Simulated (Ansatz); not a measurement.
# Ge₂H₃ (doublet): from Hartree-Fock to the top rungs at distance Ge1–H3 = 1.897 Å, cc-pVDZ

Aim: climb from Hartree-Fock through coupled cluster and multireference methods for Ge₂H₃ (doublet) at one geometry and basis, and see what each rung misses.

The runs use Ansatz 0.2.0, Gaussian basis; cc-pVDZ, correlated electrons: outside noble gas.

The runs, in order: UHF; CCSD(T) on ROHF; CCSD(T) on UHF; BCCD(T) on ROHF; CISD; CCSDT(Q) on ROHF; CCSDT(Q) on UHF; CASSCF and MRCISD+Q, 3 electrons in 3 orbitals; CASSCF and NEVPT2, 3 electrons in 3 orbitals.

## (1) The geometry

The geometry derives from a PBE0/def2-TZVP stationary point (not a proven minimum). One bond is set to the value named and the two fragments are kept rigid. No spin-orbit coupling is included. The filled d shell of Ge counts as core when cores are frozen.

5 atoms, charge 0, spin multiplicity 2.

Atoms are counted from 1 here; the program's logs count them from 0.

Bond lengths: Ge1–Ge2 2.405 Å, Ge1–H3 1.897 Å, Ge1–H4 1.548 Å, Ge2–H5 1.595 Å. Angles: Ge2–Ge1–H3 130.0°, Ge2–Ge1–H4 123.8°, H3–Ge1–H4 106.2°, Ge1–Ge2–H5 87.5°.

In the tables R marks a restricted open-shell determinant and U an unrestricted one; 'pair' is the active space of 3 electrons in 3 orbitals; correlation energies count from the lowest restricted Hartree-Fock solution.

## (2) UHF

The input, in.yaml:

```yaml
crystal:
  periodic: [false, false, false]
  atoms:
    - {symbol: Ge, position_ang: [0.000000, 0.011337, 1.179751]}
    - {symbol: Ge, position_ang: [0.000000, -0.036186, -1.224850]}
    - {symbol: H, position_ang: [0.000000, 1.489247, 2.369033]}
    - {symbol: H, position_ang: [0.000000, -1.257089, 2.067127]}
    - {symbol: H, position_ang: [0.000000, 1.558676, -1.185949]}
basis:
  gaussian: {orbitals: cc-pVDZ}
magnetization: {spin_polarized: true, initial_magnetization: 1}
hamiltonian: {xc: hf}
output: {orbitals: {seedname: orbitals}}
```

Command:

```console
> ansatz run in.yaml --threads 1 --pin off --events-out ev --progress --plain --max-ram 2393MiB
```

After this run come: CCSD(T) on ROHF; CCSD(T) on UHF; BCCD(T) on ROHF; CISD; CCSDT(Q) on ROHF; CCSDT(Q) on UHF; CASSCF and MRCISD+Q, 3 electrons in 3 orbitals; CASSCF and NEVPT2, 3 electrons in 3 orbitals.

Q: Predict the results of all the runs planned. Wanted: correlation energy, UCCSDT(Q); RMP2 from UCCSDT(Q); UMP2 from UCCSDT(Q); RCCSD from UCCSDT(Q); RCCSD(T) from UCCSDT(Q); UCCSD(T) from UCCSDT(Q); RCCSDT(Q) from UCCSDT(Q); NEVPT2 pair from UCCSDT(Q); MRCISD+Q pair from UCCSDT(Q).

The runs gave:

```
                         quantity                      value
    correlation energy, UCCSDT(Q)                 -5.9141 eV
              RMP2 from UCCSDT(Q)                +1359.7 meV
              UMP2 from UCCSDT(Q)                +1371.6 meV
             RCCSD from UCCSDT(Q)                 +248.1 meV
          RCCSD(T) from UCCSDT(Q)                  +55.5 meV
          UCCSD(T) from UCCSDT(Q)                  +54.3 meV
         RCCSDT(Q) from UCCSDT(Q)                   +2.1 meV
       NEVPT2 pair from UCCSDT(Q)                +1284.7 meV
     MRCISD+Q pair from UCCSDT(Q)                  +61.5 meV
levels within 1 kcal/mol (43 meV)  RCCSDT, UCCSDT, RCCSDT(Q)
                    T1 diagnostic                      0.020
```

What this shows: RCCSD(T) misses by +55.5 meV, 0.9 % of the correlation energy. Of the multireference levels listed MRCISD+Q pair comes nearest (+61.5 meV). These misses are within one basis and frozen core, not against nature; frozen cores of the runs differ by up to some meV.
